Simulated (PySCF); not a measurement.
# H3O3Pb (Pb(OH)3+): the cost of one run

Program: PySCF 2.14.0. Level of theory: several levels, as the steps say, no spin–orbit coupling. These are calculated values, not measurements.

4 further runs of the same task are left out: 2 for a known fault of the program, 2 set aside as unsound or not needed.

## (1) Where the work starts

7 atoms, charge 1, spin multiplicity 1.

Bond lengths: Pb1–O2 2.051 Å, Pb1–O4 2.051 Å, Pb1–O6 2.051 Å, O2–H3 0.980 Å, O4–H5 0.980 Å, O6–H7 0.980 Å. Angles: O2–Pb1–O4 120.0°, O2–Pb1–O6 120.0°, O4–Pb1–O6 120.0°, Pb1–O2–H3 110.2°, Pb1–O4–H5 110.2°, Pb1–O6–H7 110.2°.

Coordinates:

```
atom     x (Å)     y (Å)    z (Å)
 Pb1   0.00000   0.00000  0.06347
  O2   2.02175   0.34765  0.06493
  H3   2.51126  -0.50170  0.06429
  O4  -1.31195   1.57706  0.06493
  H5  -0.82114   2.42566  0.06429
  O6  -0.70980  -1.92471  0.06493
  H7  -1.69011  -1.92396  0.06429
```

Formal oxidation states: Pb +4. An earlier session relaxed this geometry at r2SCAN, Pb def2-SVP with ECP60, O def2-SVP, H def2-SVP (singlet, point group C3h).

At r2SCAN on the finer grid: E = -419.801491 Eh, HOMO -13.62 eV, LUMO -10.94 eV, Mulliken charge on Pb1 +1.26 e, largest force component 0.007 eV/Å. 

Levels to run: BP86; PBE0; PBE; revPBE; r2SCAN, x2c-SVP. Hardware: 2 threads of AMD EPYC, shared host.

## (2) BP86

The input, run.py (the lines that set the calculation):

```python
mol = gto.M(atom='''
Pb     0.00000     0.00000     0.06347
O      2.02175     0.34765     0.06493
H      2.51126    -0.50170     0.06429
O     -1.31195     1.57706     0.06493
H     -0.82114     2.42566     0.06429
O     -0.70980    -1.92471     0.06493
H     -1.69011    -1.92396     0.06429''',
    basis={'Pb': 'def2-SVP', 'O': 'def2-SVP', 'H': 'def2-SVP'},
    ecp={'Pb': 'def2-SVP'},
    charge=1, spin=0)
mf = dft.RKS(mol, xc='B88,P86')
mf.grids.atom_grid = (75, 302)
mf = mf.density_fit()  # fitting sets: Pb def2-universal-JKFIT, O def2-universal-JKFIT, H def2-universal-JKFIT
mf.conv_tol = 1e-08; mf.max_cycle = 55
mf.kernel(dm0)  # dm0: the density of the relaxed state
```

Started as:

```console
$ OMP_NUM_THREADS=2 python run.py
```

**Question.** How long does this run take on 2 threads of AMD EPYC, shared host?

About 9.1 s.
